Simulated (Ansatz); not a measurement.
# Cl₃GeHO: how energies converge with the basis set

Aim: see how fast density functionals converge with the basis set for Cl₃GeHO.

Program: Ansatz 0.2.0, Gaussian basis. Level of theory: one geometry, several basis sets. These are calculated values, not measurements.

Plan: PBE0-D4/def2-SVP; ωB97M-V/def2-SVP; PBE0-D4/def2-QZVPP; ωB97M-V/def2-QZVPP; the functionals' def2-TZVPP values are taken from earlier runs.

### 1 The relaxed structure

An earlier PBE0-D4 in a triple-zeta def2 set relaxation fixed the geometry.

SMILES `[OH][Ge]([Cl])([Cl])[Cl]`, 6 atoms, charge 0, spin multiplicity 1.

Atoms are counted from 1 here; the program's logs count them from 0.

Bond lengths: O1–Ge2 1.746 Å, O1–H6 0.962 Å, Ge2–Cl3 2.124 Å, Ge2–Cl4 2.124 Å, Ge2–Cl5 2.108 Å. Angles: Ge2–O1–H6 112.9°, O1–Ge2–Cl3 110.9°, O1–Ge2–Cl4 110.9°, O1–Ge2–Cl5 106.2°, Cl3–Ge2–Cl4 108.1°, Cl3–Ge2–Cl5 110.4°, Cl4–Ge2–Cl5 110.4°.

### 2 PBE0-D4 in def2-SVP

The input, in.yaml:

```yaml
crystal:
  periodic: [false, false, false]
  atoms:
    - {symbol: O, position_ang: [-0.955284, 0.526339, 0.948905]}
    - {symbol: Ge, position_ang: [0.219384, 0.042038, -0.249001]}
    - {symbol: Cl, position_ang: [1.882665, -0.913843, 0.663393]}
    - {symbol: Cl, position_ang: [-0.634881, -1.313008, -1.644224]}
    - {symbol: Cl, position_ang: [0.829801, 1.810021, -1.221072]}
    - {symbol: H, position_ang: [-1.299683, -0.215548, 1.455900]}
basis:
  gaussian: {orbitals: def2-SVP}
hamiltonian: {xc: pbe0, dispersion: d4}
output: {orbitals: {seedname: orbitals}}
```

The run is started by

```
ansatz run in.yaml --threads 4 --pin off --events-out ev --progress --plain --max-ram 10444MiB
```

Further steps of the session: ωB97M-V in def2-SVP; PBE0-D4 in def2-QZVPP; ωB97M-V in def2-QZVPP.

Q: Predict the results of all the runs planned. Wanted: PBE0-D4: double and triple zeta above quadruple; ωB97M-V: double and triple zeta above quadruple.

The runs gave:

```
                                       quantity           value
PBE0-D4: double and triple zeta above quadruple  25.26, 2.44 eV
ωB97M-V: double and triple zeta above quadruple  25.02, 2.34 eV
```

What this shows: For PBE0-D4 the step from double to triple zeta gains 22.83 eV and the next only 2.44 eV. These are total energies; as a rule much of such shifts cancels in differences, which this series doesn't test. The LUMO of ωB97M-V is positive and keeps falling with the basis (0.79 to 0.23 eV): an unbound level that the basis holds in place.
